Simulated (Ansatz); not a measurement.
# TmSb2Cl2: from a guess to a relaxed structure

Aim: relax a trial structure of TmSb2Cl2 and see where it ends.

Computed with Ansatz 0.2.0 (DFT PBE, scalar-relativistic, plane waves, PAW; 4f electrons in the core of a trivalent norm-conserving potential, unless a step's input says otherwise).

## (1) Starting point

Symmetry: P-3m1, No. 164, trigonal system. Conventional cell: a = 4.097 Å, b = 4.097 Å, c = 11.007 Å, α = 90.00°, β = 90.00°, γ = 120.00°. Around Tm (site symmetry -3m) lie 6 Sb at 2.95 Å. Sb (site symmetry 3m) has 3 Cl at 2.73 Å and 3 Tm at 2.95 Å in its first shell of neighbours. Cl (site symmetry 3m) is surrounded by 3 Sb at 2.73 Å.

As a file:

```xyz
5
Lattice="4.0966 0.0000 0.0000 -2.0483 3.5478 0.0000 0.0000 0.0000 11.0067" Properties=species:S:1:pos:R:3 pbc="T T T"
Tm    0.0000    0.0000    5.5034
Sb    2.0483    1.1826    7.2726
Sb    0.0000    2.3652    3.7341
Cl    2.0483    1.1826    2.3717
Cl    0.0000    2.3652    8.6350
```

A structure generator made this guess: species swapped into a database cell of Ba2SrN2 (P-3m1, No. 164), with Cl on the Ba sites, Tm on the Sr sites and Sb on the N sites. The dimensions are guesses.

## (2) Probe: one point on a coarse mesh

input.yaml reads:

```yaml
crystal:
  lattice:
    - [4.09659815, 0.0, 0.0]
    - [-2.04829908, 3.54775807, 0.0]
    - [0.0, 0.0, 11.00673862]
  atoms:
    - { symbol: Tm, position: [0.0, 0.0, 0.5] }
    - { symbol: Sb, position: [0.66666667, 0.33333333, 0.66074401] }
    - { symbol: Sb, position: [0.33333333, 0.66666667, 0.33925599] }
    - { symbol: Cl, position: [0.66666667, 0.33333333, 0.215478] }
    - { symbol: Cl, position: [0.33333333, 0.66666667, 0.784522] }
basis:
  ecutwfc: 690
kpoints:
  mp_grid: { grid: [6, 6, 2] }
hamiltonian:
  xc: pbe
  pseudopotentials:
    kind: paw
    azcp: { Tm: "pseudopotentials/pbe/nc/lanthanide_3plus/Tm.nc.azcp" }
scf:
  occupations: { method: gaussian, width: 0.1 }
  lower_state_search: "off"
output:
  forces: true
  stress: true
  eigenvalues: true
```

Started as:

```sh
$ ansatz run input.yaml --threads 1 --pin off --max-ram 2560MiB --backend cpu --events-out ev --progress --plain --runs-dir out
```

Further runs follow: a loose first relaxation; full relaxation; second relaxation, mesh chosen anew.

Q: Predict the outcome of this session. Wanted: conventional cell; volume; energy over the elements; gap on the mesh.

The runs gave:

| quantity | value |
| --- | --- |
| symmetry at the end (tolerance 0.05 Å) | space group P-3m1 (No. 164) |
| conventional cell | a = 5.474 Å, b = 5.474 Å, c = 6.976 Å, α = 90.00°, β = 90.00°, γ = 120.00° |
| volume | 36.21 Å³/atom |
| energy over the elements (uncorrected; H, N, O, F and Cl as molecules) | -0.45 eV/atom |
| gap on the mesh | none (metal) |

The space group P-3m1 (No. 164) is kept, and the volume per atom grows by 13.2 % from the first guess. It lies below the elements, which doesn't yet make it stable: competing phases were not computed in this session. No finished test with a distortion of lower symmetry is shown, so the end may be a saddle point. Spin-orbit coupling is left out for Sb, Tm. The final runs have no spin polarisation, so a magnetic state may lie lower. Layers here are held mostly by dispersion, which this level lacks, so their spacing and the stiffness across them are unreliable there. The lanthanide's 4f electrons sit in the core of its potential, so it is trivalent by construction and shows no f bands or moments.

No U or exact exchange acts on the 4f shell of Tm, so a metallic reading can be the functional's.
